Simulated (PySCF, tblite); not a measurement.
# C₄H₉FO₃Si: geometry, infrared bands and NMR shifts

Wanted: the infrared bands and NMR shifts of C₄H₉FO₃Si (`CO[SiH2]O[C@@H]1C[C@@H](F)O1`), by calculation.

Programs: tblite 0.8.0 and PySCF 2.14.0, with density-fitted response routines of our own. Each step states its level of theory. These are calculated values for one molecule in the gas phase, unless marked as measured. Atoms count from 0, in the outputs and in this text.

**1. The starting structure**

18 atoms, charge 0, multiplicity 1; geometry from: force field or distance geometry start.

Bonds of the start (Å): C0–O1 1.41, O1–Si2 1.71, Si2–O3 1.73, O3–C4 1.38, C4–C5 1.51, C5–C6 1.51, C6–F7 1.37, C6–O8 1.41, O8–C4 1.40, C0–H9 1.10, C0–H10 1.11, C0–H11 1.10, Si2–H12 1.47, Si2–H13 1.47, C4–H14 1.10, C5–H15 1.09, C5–H16 1.11, C6–H17 1.12.

**2. Optimising the geometry with GFN2-xTB**

The job: settings as JSON, then the geometry in Å.

```
{"job": {"kind": "relax", "xc": "GFN2-xTB", "basis": "xTB"}, "charge": 0, "multiplicity": 1}
C      3.585200    -0.431600     0.188300
O      2.323500    -0.347100     0.807100
Si     1.197400     0.359100    -0.261700
O     -0.380900     0.134300     0.409300
C     -1.211200    -0.209500    -0.643100
C     -2.434200     0.675000    -0.669800
C     -2.834200    -0.358600     0.358000
F     -4.175000    -0.639500     0.409700
O     -2.056500    -1.284800    -0.362900
H      3.578600     0.165000    -0.737100
H      3.830000    -1.477400    -0.090500
H      4.313700    -0.092000     0.935300
H      1.253100    -0.277900    -1.582300
H      1.406100     1.812400    -0.333500
H     -0.722600    -0.237600    -1.631500
H     -3.010000     0.658500    -1.596800
H     -2.273100     1.698700    -0.277800
H     -2.398600    -0.140900     1.363900
```

Started as:

```sh
OMP_NUM_THREADS=1 python probes_run.py task.json out
```

This one command runs all jobs of the session in turn.

**Question.** This job is followed by: GFN2-xTB harmonic vibrations, gas phase; GIAO PBE0/pcSseg-1 NMR shielding, non-relativistic, gas phase. Predict these results of the whole session: strongest single infrared mode (GFN2-xTB); zero-point energy (GFN2-xTB); ¹³C shifts against TMS (PBE0/pcSseg-1); ¹H shifts against TMS (PBE0/pcSseg-1, means over atoms taken as alike); ¹⁷O shifts against H2O (PBE0/pcSseg-1); ²⁹Si shifts against TMS (PBE0/pcSseg-1); ¹⁹F shifts against CFCl3 (PBE0/pcSseg-1); surface potential, 1st and 99th percentile.

The runs gave:

| quantity | value |
| --- | --- |
| strongest single infrared mode (GFN2-xTB) | 1178 cm⁻¹, 339 km/mol |
| zero-point energy (GFN2-xTB) | 81.7 kcal/mol |
| ¹³C shifts against TMS (PBE0/pcSseg-1) | 113.9, 100.1, 50.7, 44.8 ppm |
| ¹H shifts against TMS (PBE0/pcSseg-1, means over atoms taken as alike) | 6.27, 6.26, 5.06, 4.99, 3.84, 2.98, 2.66 ppm |
| ¹⁷O shifts against H2O (PBE0/pcSseg-1) | 169.9, 97.0, 6.5 ppm |
| ²⁹Si shifts against TMS (PBE0/pcSseg-1) | -33.2 ppm |
| ¹⁹F shifts against CFCl3 (PBE0/pcSseg-1) | -130.6 ppm |
| surface potential, 1st and 99th percentile | -1.48 V and 1.13 V |

What this shows: The optimisation took 249 steps and gained 1.638 eV; among the close pairs (by a distance rule), Si2–O3 changed most, from 1.730 to 1.629 Å. No mode is imaginary among the 48: a minimum at this level. The strongest single mode, at 1178 cm⁻¹, is spread over many atoms; the largest shares are those of O1, C0. GFN2-xTB is a fitted tight-binding method: band positions and strengths are rough. Its intensities can rank the bands wrongly. H14 (hydrogen on an sp3 carbon bearing two oxygens) lies farthest downfield among hydrogen, at 6.27 ppm; its carbon carries O, hence the downfield position.
